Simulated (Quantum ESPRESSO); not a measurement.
# NiPdO2 in Quantum ESPRESSO: the effect of functional

NiPdO2:

```
Pd Ni O
1.0
     1.63597    0.94453    6.17674
    -1.63597    0.94453    6.17674
     0.00000   -1.88906    6.17674
Pd Ni O
1 1 2
Cartesian
  0.0000 0.0000 0.0000
  0.0000 0.0000 9.2651
  0.0000 0.0000 1.9753
  0.0000 0.0000 16.5549
```

The cell was built by a generator and needn't be a form met in nature.

Alike in all runs:

| Item | Value |
| --- | --- |
| Program | Quantum ESPRESSO 7.5 |
| Task | single point |
| Potentials or basis | Ansatz NC SR PBE |
| Cutoff | 1401 eV |
| Density cutoff | 5606 eV |
| k mesh | 5 × 5 × 5 |
| Occupations | gaussian, width 0.05 eV |
| Spin | collinear spin, ferromagnetic start |
| Starting moments | [2.0, 2.0, 0.0, 0.0] μB |
| Hubbard terms | Pd d U = 3 eV, Ni d U = 3 eV |

| functional | pressure (GPa) | moment (μB) | largest force (eV/Å) |
| --- | --- | --- | --- |
| revPBE | -17.7 | 0.15 | 1.86 |
| RPBE | -16.6 | 0.15 | 1.87 |
| PW91 | ? | ? | ? |

Task: What does the run with functional PW91 give?

Result: Pressure -20.9 GPa; moment 0.14 μB; largest force 1.88 eV/Å.

Caveats: all runs use coarse meshes; the potentials were made for another functional, which shifts forces and pressure.

Runs at the PBE level aren't shown here.
